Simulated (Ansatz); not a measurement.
# AlGaGeH (quartet): wave-function methods side by side at a displaced geometry (v2), cc-pVDZ

An exercise on one series of results from a longer session: the logs are not shown, and one member is left open.

Computed with Ansatz 0.2.0, Gaussian basis. Level: cc-pVDZ, core rule «outside noble gas», up to 33 orbitals frozen.

The runs, in order: UHF; CCSD(T) on ROHF; CCSD(T) on UHF; BCCD(T) on ROHF; CISD as a restricted active space (open shells left free, so some higher excitations enter); CCSDT(Q) on ROHF; CCSDT(Q) on UHF.

22 further runs of the same task are left out: 10 that didn't finish, 12 set aside as unsound or not needed. Runs told in other sessions of the task aren't counted.

## What is computed

The geometry is a PBE0/def2-TZVP stationary point (not a proven minimum) with its atoms shifted at random (size 0.100 Å). No spin-orbit coupling is included. The filled d shell of Ge, Ga may be among the frozen orbitals whatever the setting's name suggests.

4 atoms, charge 0, spin multiplicity 4.

Atoms are counted from 1 here; the program's logs count them from 0.

Bond lengths: Al1–Ge2 2.588 Å, Al1–Ga3 2.618 Å, Ge2–Ga3 2.508 Å, Ga3–H4 1.534 Å. Angles: Ge2–Al1–Ga3 57.6°, Al1–Ge2–Ga3 61.8°, Al1–Ga3–Ge2 60.6°, Al1–Ga3–H4 157.2°, Ge2–Ga3–H4 141.8°.

Geometry (Å):

```
atom    x (Å)    y (Å)    z (Å)
 Al1   0.1065  -1.9076   0.2380
 Ge2  -0.0584   0.4919   1.1933
 Ga3   0.0182   0.2110  -1.2977
  H4   0.1013   1.0184  -2.5995
```

The first run:

Contents of in.yaml:

```yaml
crystal:
  periodic: [false, false, false]
  atoms:
    - {symbol: Al, position_ang: [0.106456, -1.907568, 0.238003]}
    - {symbol: Ge, position_ang: [-0.058419, 0.491911, 1.193278]}
    - {symbol: Ga, position_ang: [0.018202, 0.210982, -1.297725]}
    - {symbol: H, position_ang: [0.101310, 1.018377, -2.599463]}
basis:
  gaussian: {orbitals: cc-pVDZ}
magnetization: {spin_polarized: true, initial_magnetization: 3}
hamiltonian: {xc: hf}
output: {orbitals: {seedname: orbitals}}
```

Started as:

```sh
$ ansatz run in.yaml --threads 1 --pin off --events-out ev --progress --plain --max-ram 2393MiB
```

Among the steps run: UHF; CCSD(T) on ROHF; CCSD(T) on UHF; BCCD(T) on ROHF; CISD as a restricted active space (open shells left free, so some higher excitations enter); CCSDT(Q) on ROHF; CCSDT(Q) on UHF.

One table of the session follows, with a row left open; its other results are not shown here.

It belongs to the step «Misses and costs». 

| method | from UCCSDT(Q) (meV) |
| --- | --- |
| ROHF | +6002.0 |
| UHF | +5808.2 |
| RMP2 | +1267.3 |
| UMP2 | +1337.5 |
| RCCSD | +364.8 |
| UCCSD | +348.9 |
| RCCSD(T) | +79.2 |
| UCCSD(T) | +74.3 |
| BCCD(T) | ? |
| RCCSDT | +32.8 |
| UCCSDT | +24.2 |
| RCCSDT(Q) | +8.3 |
| UCCSDT(Q) | 0 |

**Question.** Estimate the row for BCCD(T).

**Answer.** from UCCSDT(Q) (meV): +78.8. In the column «from UCCSDT(Q) (meV)» it lies between UCCSD(T) (+74.3) and RCCSD(T) (+79.2).

Not comparable, so not listed: CISD as a restricted active space (open shells left free, so some higher excitations enter) (they don't share determinant, frozen orbitals or solution with the rows shown, or repeat one).

Caveats from the session: Restricted and unrestricted rows rest on different reference determinants; a gap between their highest levels can come from leftover correlation error, from unlike frozen cores or from another state.
